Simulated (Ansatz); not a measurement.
# W: the cost of one run

Method: DFT PBEsol, scalar-relativistic, plane waves, PAW, in Ansatz 0.2.0.

The COD cell was measured well above room temperature, so it is larger than a cold one.

4 further runs of the same task are left out: 4 set aside as unsound or not needed. Runs told in other sessions of the task aren't counted.

## Step 1: The system as given

It takes space group Im-3m (No. 229, cubic). Conventional cell: a = 3.154 Å, b = 3.154 Å, c = 3.154 Å, α = 90.00°, β = 90.00°, γ = 90.00°. Around W (site symmetry m-3m) lie 8 W at 2.73 Å.

As a file:

```xyz
2
Lattice="-1.5772 1.5772 1.5772 1.5772 -1.5772 1.5772 3.1544 3.1544 0.0000" Properties=species:S:1:pos:R:3 pbc="T T T"
W     0.0000    0.0000    0.0000
W     1.5772    1.5772    1.5772
```

It is built from the cell relaxed beforehand with the same method (15.69 Å³/atom).

## Step 2: Zero of the scan

Input file input.yaml:

```yaml
crystal:
  lattice:
    - [-1.5771801384, 1.5771801384, 1.5771801384]
    - [1.5771801384, -1.5771801384, 1.5771801384]
    - [3.1543602768, 3.1543602768, 0.0]
  atoms:
    - { symbol: W, position: [0.0, 0.0, 0.0] }
    - { symbol: W, position: [0.5, 0.5, 0.5] }
basis:
  ecutwfc: 420
kpoints:
  mp_grid: { grid: [24, 24, 14] }
hamiltonian:
  xc: pbesol
scf:
  occupations: { method: gaussian, width: 0.15 }
output:
  forces: true
  stress: true
  eigenvalues: true
  write_density: true
  write_potential: true
  elf: true
  volumetric_format: npy
```

On the command line:

```console
$ ansatz run input.yaml --threads 2 --pin off --max-ram 5120MiB --backend cpu --events-out ev --progress --plain --runs-dir out
```

What time and memory should one allow on 2 threads of Intel Xeon at 2.50GHz (Skylake/Cascade Lake), shared host?

About 48 s, with a peak of 0.81 GiB.
